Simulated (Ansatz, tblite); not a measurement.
# In13Sb14 wurtzite other sphere (In13Sb14H34+): rung by rung

One table from this session's results is given with a row withheld; the runs are named, their logs left out.

The runs use Ansatz 0.2.0, Gaussian basis; as each input shows.

Plan: GFN1-xTB, GFN2-xTB, PBE-D4/def2-SVP, r2SCAN-D4/def2-SVP, r2SCAN0-D4/def2-SVP, PBE0-D4/def2-TZVP, PBE-D4/def2-TZVP, MP2/def2-SVP, RPA/def2-SVP.

2 further runs of the same task are left out: 1 for a known fault of the program, 1 set aside as unsound or not needed.

## The geometry

The geometry is that of the singlet, from an earlier relaxation (PBE-D4/def2-SVP).

61 atoms, charge 1, spin multiplicity 1.

Bond lengths: Sb1–In2 2.932 Å, Sb1–In7 2.884 Å, Sb1–H28 1.718 Å, Sb1–H29 1.718 Å, In2–Sb3 2.882 Å, In2–Sb9 2.809 Å, In2–H30 1.737 Å, Sb3–In5 2.882 Å, Sb3–H31 1.718 Å, Sb3–H32 1.714 Å, Sb4–In5 2.933 Å, Sb4–In12 2.884 Å, Sb4–H33 1.718 Å, Sb4–H34 1.718 Å, In5–Sb14 2.810 Å, In5–H35 1.737 Å, Sb6–In7 2.884 Å, Sb6–In8 2.932 Å and more. Angles: In2–Sb1–In7 123.1°, In2–Sb1–H28 109.4°, In2–Sb1–H29 111.7°, In7–Sb1–H28 106.8°, In7–Sb1–H29 106.7°, H28–Sb1–H29 95.5°, Sb1–In2–Sb3 100.1°, Sb1–In2–Sb9 105.4°, Sb1–In2–H30 107.2°, Sb3–In2–Sb9 102.7°, Sb3–In2–H30 113.8°, Sb9–In2–H30 124.7°, In2–Sb3–In5 124.7°, In2–Sb3–H31 111.2°, In2–Sb3–H32 104.2°, In5–Sb3–H31 111.3°, In5–Sb3–H32 104.3°, H31–Sb3–H32 96.6° and more.

In, Sb take a core potential in the def2 sets. No spin-orbit coupling is included. The ion is computed in the gas phase, without counter-ions or solvent.

PBE0-D4/def2-SVP was run before; its log isn't repeated, and its numbers join the tables.

The first run:

Tight binding, by tblite at 300 K electronic temperature and without a spin-polarisation term:

```python
tblite.interface.Calculator('GFN1-xTB', numbers, positions, charge=1, uhf=0).singlepoint()
```

Tight binding, by tblite at 300 K electronic temperature and without a spin-polarisation term:

```python
tblite.interface.Calculator('GFN2-xTB', numbers, positions, charge=1, uhf=0).singlepoint()
```

start.molden holds the orbitals of an earlier run on this state, given as this run's starting guess.

File in.yaml:

```yaml
crystal:
  periodic: [false, false, false]
  atoms:
    - {symbol: Sb, position_ang: [-2.098101, -3.940240, -2.373962]}
    - {symbol: In, position_ang: [-2.133332, -4.176456, 0.548669]}
    - {symbol: Sb, position_ang: [-4.438508, -2.558966, 1.160994]}
    - {symbol: Sb, position_ang: [-4.462370, 0.155431, -2.373699]}
    - {symbol: In, position_ang: [-4.683773, 0.246723, 0.549283]}
    - {symbol: Sb, position_ang: [2.098358, -3.941468, -2.371212]}
    - {symbol: In, position_ang: [0.001701, -2.590549, -3.818421]}
    - {symbol: In, position_ang: [2.126606, -4.177579, 0.551377]}
    - {symbol: Sb, position_ang: [-0.003596, -2.581662, 1.449761]}
    - {symbol: In, position_ang: [0.011125, -2.803527, 4.420320]}
    - {symbol: Sb, position_ang: [0.001540, -0.002348, -2.644905]}
    - {symbol: In, position_ang: [-2.239661, 1.293259, -3.816797]}
    - {symbol: In, position_ang: [-0.001535, -0.000357, 0.234918]}
    - {symbol: Sb, position_ang: [-2.236026, 1.289498, 1.452032]}
    - {symbol: Sb, position_ang: [0.000663, 0.001017, 4.965267]}
    - {symbol: In, position_ang: [-2.432763, 1.396757, 4.422975]}
    - {symbol: Sb, position_ang: [-2.364468, 3.784845, -2.369375]}
    - {symbol: In, position_ang: [-2.552252, 3.932712, 0.553824]}
    - {symbol: Sb, position_ang: [4.432228, -2.561665, 1.165704]}
    - {symbol: Sb, position_ang: [4.463785, 0.155693, -2.369349]}
    - {symbol: In, position_ang: [2.243487, 1.291987, -3.816828]}
    - {symbol: In, position_ang: [4.680627, 0.243603, 0.554160]}
    - {symbol: Sb, position_ang: [2.233061, 1.289511, 1.453116]}
    - {symbol: In, position_ang: [2.428129, 1.406546, 4.423865]}
    - {symbol: Sb, position_ang: [2.363923, 3.784917, -2.371770]}
    - {symbol: In, position_ang: [2.552809, 3.930900, 0.551163]}
    - {symbol: Sb, position_ang: [0.000949, 5.122937, 1.161231]}
    - {symbol: H, position_ang: [-2.259239, -5.500203, -3.074493]}
    - {symbol: H, position_ang: [-3.586200, -3.332871, -2.981601]}
    - {symbol: H, position_ang: [-2.338699, -5.859287, 0.926567]}
    - {symbol: H, position_ang: [-5.896607, -3.400354, 0.820452]}
    - {symbol: H, position_ang: [-4.562600, -2.631397, 2.869163]}
    - {symbol: H, position_ang: [-4.691013, -1.435256, -2.982167]}
    - {symbol: H, position_ang: [-5.889811, 0.805830, -3.073584]}
    - {symbol: H, position_ang: [-6.243432, 0.911077, 0.927374]}
    - {symbol: H, position_ang: [2.258982, -5.501483, -3.071730]}
    - {symbol: H, position_ang: [3.588711, -3.335945, -2.975158]}
    - {symbol: H, position_ang: [0.001987, -2.769798, -5.544126]}
    - {symbol: H, position_ang: [2.330816, -5.860454, 0.929526]}
    - {symbol: H, position_ang: [-1.552353, -3.522375, 4.688495]}
    - {symbol: H, position_ang: [1.586405, -3.504448, 4.668289]}
    - {symbol: H, position_ang: [-2.392228, 1.384907, -5.542742]}
    - {symbol: H, position_ang: [0.001771, -0.002288, 6.689899]}
    - {symbol: H, position_ang: [-3.829207, 0.387589, 4.678457]}
    - {symbol: H, position_ang: [-2.269007, 3.111369, 4.681921]}
    - {symbol: H, position_ang: [-3.640984, 4.697000, -3.068547]}
    - {symbol: H, position_ang: [-1.101204, 4.777360, -2.979215]}
    - {symbol: H, position_ang: [-3.906553, 4.951818, 0.933273]}
    - {symbol: H, position_ang: [5.889519, -3.404356, 0.825002]}
    - {symbol: H, position_ang: [4.556367, -2.634353, 2.873810]}
    - {symbol: H, position_ang: [4.697277, -1.432846, -2.981338]}
    - {symbol: H, position_ang: [5.891243, 0.811336, -3.064218]}
    - {symbol: H, position_ang: [2.397704, 1.380349, -5.542810]}
    - {symbol: H, position_ang: [6.239846, 0.908239, 0.933533]}
    - {symbol: H, position_ang: [3.828830, 0.404114, 4.682023]}
    - {symbol: H, position_ang: [2.257246, 3.121189, 4.677894]}
    - {symbol: H, position_ang: [1.096813, 4.773173, -2.980329]}
    - {symbol: H, position_ang: [3.637155, 4.701242, -3.071329]}
    - {symbol: H, position_ang: [3.908873, 4.947948, 0.930002]}
    - {symbol: H, position_ang: [0.001882, 5.278008, 2.868344]}
    - {symbol: H, position_ang: [0.000304, 6.804047, 0.809424]}
basis:
  gaussian: {orbitals: def2-SVP, fitting: {mean_field: def2-universal-jkfit}, initial_orbitals: start.molden}
total_charge: 1
hamiltonian: {xc: pbe, dispersion: d4}
scf: {omitted_lower_state_checks: [starts]}
output: {forces: true, orbitals: {seedname: orbitals}}
```

Run with:

```sh
ansatz run in.yaml --threads 10 --pin off --events-out ev --progress --plain --max-ram 110592MiB --backend cuda --devices 0, --max-vram 75GiB
```

Among the steps run: PBE-D4/def2-SVP; r2SCAN-D4/def2-SVP; r2SCAN0-D4/def2-SVP; PBE0-D4/def2-TZVP; PBE-D4/def2-TZVP; MP2/def2-SVP; RPA/def2-SVP.

One table of the session follows, with a row left open; its other results are not shown here.

It belongs to the step «Levels side by side». 

```
              level  HOMO (eV)  LUMO (eV)  gap (eV)
    PBE-D4/def2-SVP      -7.57      -5.35      2.22
   PBE-D4/def2-TZVP      -7.64      -5.42      2.22
 r2SCAN-D4/def2-SVP          ?          ?         ?
   PBE0-D4/def2-SVP      -8.41      -4.75      3.66
  PBE0-D4/def2-TZVP      -8.45      -4.79      3.66
r2SCAN0-D4/def2-SVP      -8.55      -4.72      3.83
```

**Question.** Estimate the row for r2SCAN-D4/def2-SVP.

**Answer.** HOMO (eV): -7.77; LUMO (eV): -5.25; gap (eV): 2.52. In the column «HOMO (eV)» it lies between PBE0-D4/def2-SVP (-8.41) and PBE-D4/def2-TZVP (-7.64).
